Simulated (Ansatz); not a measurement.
# Sn: a tetragonal deformation path

The task here is to estimate one member of a computed series from the others.

Computed with Ansatz 0.2.0 (DFT PBEsol, scalar-relativistic, plane waves, PAW, unless a step's input says otherwise).

## Starting point

It takes space group Fd-3m (No. 227, cubic). The conventional cell has a = 6.491 Å, b = 6.491 Å, c = 6.491 Å, α = 90.00°, β = 90.00°, γ = 90.00°. Around Sn (site symmetry -43m) lie 4 Sn at 2.81 Å.

Structure file:

```xyz
2
Lattice="0.0000 3.2456 3.2456 3.2456 0.0000 3.2456 3.2456 3.2456 0.0000" Properties=species:S:1:pos:R:3 pbc="T T T"
Sn    3.2456    3.2456    3.2456
Sn    4.8684    4.8684    4.8684
```

The cell is taken as given, not relaxed at this level.

## The reference cell

The reference gives a free energy of -11899.5040 eV, pressure 0.99 GPa, largest force 0.000 eV/Å and gap on the mesh none (metal). It was computed beforehand with the settings of the runs below.

The first run:

At fixed volume and fractional coordinates, lengths along (0.000, 0.000, 1.000) are scaled against those across it; ρ is that ratio over its starting value.

input.yaml

```yaml
crystal:
  lattice:
    - [0.0, 3.6432462238, 2.5757750802]
    - [3.6432462238, 0.0, 2.5757750802]
    - [3.6432462238, 3.6432462238, 0.0]
  atoms:
    - { symbol: Sn, position: [0.5, 0.5, 0.5] }
    - { symbol: Sn, position: [0.75, 0.75, 0.75] }
basis:
  ecutwfc: 420
kpoints:
  mp_grid: { grid: [14, 14, 14] }
hamiltonian:
  xc: pbesol
scf:
  occupations: { method: gaussian, width: 0.15 }
output:
  forces: true
  stress: true
  eigenvalues: true
  write_density: true
  write_potential: true
  elf: true
  volumetric_format: npy
```

Launch:

```console
$ ansatz run input.yaml --threads 1 --pin off --max-ram 2560MiB --backend cpu --events-out ev --progress --plain --runs-dir out
```

Among the steps run: Point ρ = 0.707; At ρ = 1.414; Point ρ = 0.850; Point ρ = 1.200; ρ = 0.780; At ρ = 1.300; At ρ = 0.920; ρ = 1.100; At ρ = 0.650; Point ρ = 1.500; At ρ = 0.960; ρ = 1.050.

One table of the session follows, with a row left open; its other results are not shown here.

The scan, with free energies counted from the undisturbed cell:

| ρ | ΔE (meV/atom) | pressure (GPa) |
| --- | --- | --- |
| 0.650 | 168.4 | -1.9 |
| 0.707 | 132.4 | -0.9 |
| 0.780 | 86.3 | 0.0 |
| 0.850 | 44.8 | 0.6 |
| 0.920 | 13.5 | 0.9 |
| 0.960 | 3.4 | 1.0 |
| 1.000 | 0.0 | 1.0 |
| 1.050 | 5.5 | 1.0 |
| 1.100 | 21.8 | 0.9 |
| 1.200 | ? | ? |
| 1.300 | 167.8 | 0.7 |
| 1.414 | 253.7 | 0.3 |
| 1.500 | 295.0 | -0.3 |

Q: Estimate the row for ρ = 1.200 from the others.

Worked estimate for «ΔE (meV/atom)». A straight line through the neighbours (1.100, 21.8) and (1.300, 167.8) gives 21.8 + (167.8 − 21.8) × (1.200 − 1.100) / (1.300 − 1.100) = 94.8; a parabola fitted to 4 rows on both sides gives 92.3.

The run gave: ΔE (meV/atom): 83.9; pressure (GPa): 0.8. In «ΔE (meV/atom)» the line misses by +10.9 and the parabola by +8.4.
